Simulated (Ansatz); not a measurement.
# InBCl4: a short molecular-dynamics run

What does InBCl4 do over 60 steps of 1.5 fs under a Langevin thermostat at 1200 K? The cell is an element-swapped structure of 6 atoms, taken as it stands, without a relaxation.

Method: DFT PBE, plane waves, PAW, scalar-relativistic, no spin polarisation, in Ansatz 0.2.0.

The cell holds 6 atoms (BCl4In): a = 5.773 Å, b = 5.773 Å, c = 5.773 Å, α = 60.00°, β = 60.00°, γ = 60.00°.

As a file:

```
CELL_PARAMETERS angstrom
0.00000 4.08228 4.08228
4.08228 0.00000 4.08228
4.08228 4.08228 0.00000
ATOMIC_POSITIONS crystal
Cl 0.62500 0.62500 0.62500
Cl 0.12500 0.62500 0.62500
Cl 0.62500 0.62500 0.12500
Cl 0.62500 0.12500 0.62500
B 0.00000 0.00000 0.00000
In 0.25000 0.25000 0.25000
```

The structure above is the start of the run; the results belong to its end.

| quantity | value |
| --- | --- |
| length | 60 steps of 1.5 fs |
| temperature, first and last step | 1000 and 3989 K |
| temperature, second half | mean 3437 K, from 2195 to 4114 K |
| potential energy, second half | -413 meV/atom from the start |
| mean square displacement, second half | B 2.7, Cl 0.362, In 0.020 Å² |

In words: Against a set 1200 K the second half averages 3437 K with a spread of 511 K (in equilibrium 6 atoms would scatter by about 400 K, over a far longer run); the potential energy of that half lies 413 meV/atom under the start, and the run is not yet in equilibrium. The atom that moves most swings out by 2.05 Å (the median distance to the nearest neighbour, bonds to H left out, is 2.89 Å), and none ends a neighbour distance from its start. Settings off the usual here: basis.ecutwfc, scf.n_extra_bands. 90 fs on 6 atoms is far too short and small for converged averages.

**Question.** Which input and command would start the first run of this session?

One input that does so (others would too):

Input file input.yaml:

```yaml
crystal:
  lattice:
    - [0.0, 4.082275, 4.082275]
    - [4.082275, 0.0, 4.082275]
    - [4.082275, 4.082275, 0.0]
  atoms:
    - { symbol: Cl, position: [0.625, 0.625, 0.625] }
    - { symbol: Cl, position: [0.125, 0.625, 0.625] }
    - { symbol: Cl, position: [0.625, 0.625, 0.125] }
    - { symbol: Cl, position: [0.625, 0.125, 0.625] }
    - { symbol: B, position: [0.0, 0.0, 0.0] }
    - { symbol: In, position: [0.25, 0.25, 0.25] }
kpoints:
  mp_grid: { grid: [3, 3, 3] }
magnetization:
  spin_polarized: false
scf:
  occupations: { method: gaussian, width: 0.1 }
  n_extra_bands: 8
hamiltonian:
  pseudopotentials: { kind: paw }
  xc: pbe
basis:
  ecutwfc: "33.1 Ry"
md:
  timestep: 1.5
  n_steps: 60
  ensemble: nvt_langevin
  temperature: 1200.0
  initial_velocities: maxwell_boltzmann
  seed: 654679
```

Command:

```sh
$ ansatz run input.yaml --threads 2 --pin off --max-ram 2560MiB --backend cpu --events-out ev --progress --plain --runs-dir out
```
